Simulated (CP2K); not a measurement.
Runs of CP2K 2026.2 on Sn3Se. It takes space group Pm-3m (No. 221, cubic). Conventional cell: a = 4.742 Å, b = 4.742 Å, c = 4.742 Å, α = 90.00°, β = 90.00°, γ = 90.00°. Sn (site symmetry 4/mmm) is surrounded by 8 Sn at 3.35 Å and 4 Se at 3.35 Å. Se (site symmetry m-3m) has 12 Sn at 3.35 Å as nearest neighbours. The cell comes from a database or a generator and needn't be the stable form of this composition.

```csv
level,potentials or basis,smearing,EPS_DEFAULT,NGRIDS,points a segment of the path (NPOINTS),bands added on the path,CUTOFF of the grids,gap on the mesh (eV),pressure (GPa)
r2SCAN,"POTENTIAL_UZH Sn GTH-SCAN-q4, Se GTH-SCAN-q6; TZVP-MOLOPT-SCAN-GTH basis",fermi-dirac 0.05 eV,1.0E-10,5,8,6,675 Ry,none,(a)
PBEsol,"POTENTIAL_UZH Sn GTH-PBE-q4, Se GTH-PBE-q6; TZVP-MOLOPT-PBE-GTH basis",fermi-dirac 0.05 eV,1.0E-10,4,10,2,450 Ry,none,0.1
PBE,"POTENTIAL_UZH Sn GTH-PBE-q4, Se GTH-PBE-q6; TZVP-MOLOPT-PBE-GTH basis",fermi-dirac 0.01 eV,1.0E-9,4,10,2,450 Ry,none,1.4
LDA,"GTH_POTENTIALS Sn GTH-PADE-q4, Se GTH-PADE-q6; TZVP-MOLOPT-PBE-GTH basis",fermi-dirac 0.05 eV,1.0E-9,5,6,6,450 Ry,none,-3.4
```

Alike in all rows: task band structure; no spin polarisation; cell as given; k mesh 6 × 6 × 6.

Fill in the values left out.

(a) -2.7.

Caveats: the basis of atomic orbitals isn't converged, which shifts pressures, moduli and gaps; the potentials were made for another functional, which shifts forces and pressure (some runs).

A k mesh can miss the band edges, and the runs leave out spin-orbit coupling on Se, Sn.

A gap of «none» marks a metal or a gap under the smearing width.

Not every run made on this cell is shown here.
